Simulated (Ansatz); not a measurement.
# FGe2H5O: one species, many methods

Aim: compute FGe2H5O with functionals from several rungs and with coupled cluster, and see how far each lands from CCSD(T) at the basis-set limit for the atomisation energy.

Computed with Ansatz 0.2.0, Gaussian basis. Level: functionals in def2-TZVPP, the program's frozen cores in correlated methods.

Plan: PBE-D4, r2SCAN-D4, PBE0-D4, B3LYP-D4, ωB97X-V, ωB97M-V, B2PLYP; CCSD(T)/def2-TZVPP; MP2/def2-QZVPP; extrapolation to the limit.

### 1 Structure used throughout

An earlier PBE0-D4 in a triple-zeta def2 set relaxation fixed the geometry.

SMILES `[F][GeH2][O][GeH3]`, 9 atoms, charge 0, spin multiplicity 1.

Atoms are counted from 1 here; the program's logs count them from 0.

Bond lengths: F1–Ge2 1.741 Å, Ge2–O3 1.748 Å, Ge2–H5 1.529 Å, Ge2–H6 1.535 Å, O3–Ge4 1.784 Å, Ge4–H7 1.535 Å, Ge4–H8 1.534 Å, Ge4–H9 1.540 Å. Angles: F1–Ge2–O3 106.6°, F1–Ge2–H5 107.6°, F1–Ge2–H6 105.4°, O3–Ge2–H5 108.2°, O3–Ge2–H6 111.5°, H5–Ge2–H6 116.9°, Ge2–O3–Ge4 128.0°, O3–Ge4–H7 108.5°, O3–Ge4–H8 105.2°, O3–Ge4–H9 108.7°, H7–Ge4–H8 111.7°, H7–Ge4–H9 111.0°, H8–Ge4–H9 111.4°.

### 2 PBE-D4 (GGA)

Input file in.yaml:

```yaml
crystal:
  periodic: [false, false, false]
  atoms:
    - {symbol: F, position_ang: [1.779785, 0.688347, -1.196365]}
    - {symbol: Ge, position_ang: [0.263373, 1.394976, -0.713049]}
    - {symbol: O, position_ang: [-0.804024, 0.068079, -0.318098]}
    - {symbol: Ge, position_ang: [-0.465159, -1.342759, 0.720051]}
    - {symbol: H, position_ang: [-0.312167, 2.126667, -1.925923]}
    - {symbol: H, position_ang: [0.585495, 2.246190, 0.522807]}
    - {symbol: H, position_ang: [0.172038, -2.440982, -0.142157]}
    - {symbol: H, position_ang: [-1.829813, -1.775490, 1.270271]}
    - {symbol: H, position_ang: [0.484470, -0.907427, 1.851362]}
basis:
  gaussian: {orbitals: def2-TZVPP}
hamiltonian: {xc: pbe, dispersion: d4}
output: {forces: true, orbitals: {seedname: orbitals}}
```

The runs that follow: r2SCAN-D4 (meta-GGA); PBE0-D4 (hybrid); B3LYP-D4 (hybrid); ωB97X-V (range-separated); ωB97M-V (range-separated); B2PLYP (double hybrid); CCSD(T) in def2-TZVPP; MP2 in def2-QZVPP.

Before running them: what should the planned runs give, taken together? Wanted: atomisation energy, CCSD(T)/CBS; farthest; mean size of error, hybrid; mean size of error, range-separated; gap, smallest and largest; T1 diagnostic; triples share of the correlation energy.

**Answer**, as computed:

| quantity | value |
| --- | --- |
| atomisation energy, CCSD(T)/CBS | 659.6 kcal/mol |
| functionals within 6.6 kcal/mol (1.0 %) | r2SCAN-D4, ωB97X-V |
| farthest | PBE0-D4 (-20.5 kcal/mol) |
| mean size of error, hybrid | 16.9 kcal/mol |
| mean size of error, range-separated | 5.5 kcal/mol |
| gap, smallest and largest | 6.04 eV (PBE-D4), 12.95 eV (ωB97X-V) |
| T1 diagnostic | 0.0123 |
| triples share of the correlation energy | 3.2 % |

What this shows: PBE-D4 is off by -9.1 kcal/mol. Double hybrids carry the basis error of their MP2 part in triple zeta, and no dispersion term here, so their miss is partly the set-up's. Misses under about 6.6 kcal/mol are within the doubt on the reference itself, which lacks core-valence correlation, relativity and higher excitations, and its outer-core shells are covered unevenly. Hartree-Fock recovers 70 % of the binding; the rest is correlation. Orbital gaps span 6.0 to 13.0 eV; exact exchange widens them. Correlated methods include outer-core shells of Ge, which these sets cover unevenly.
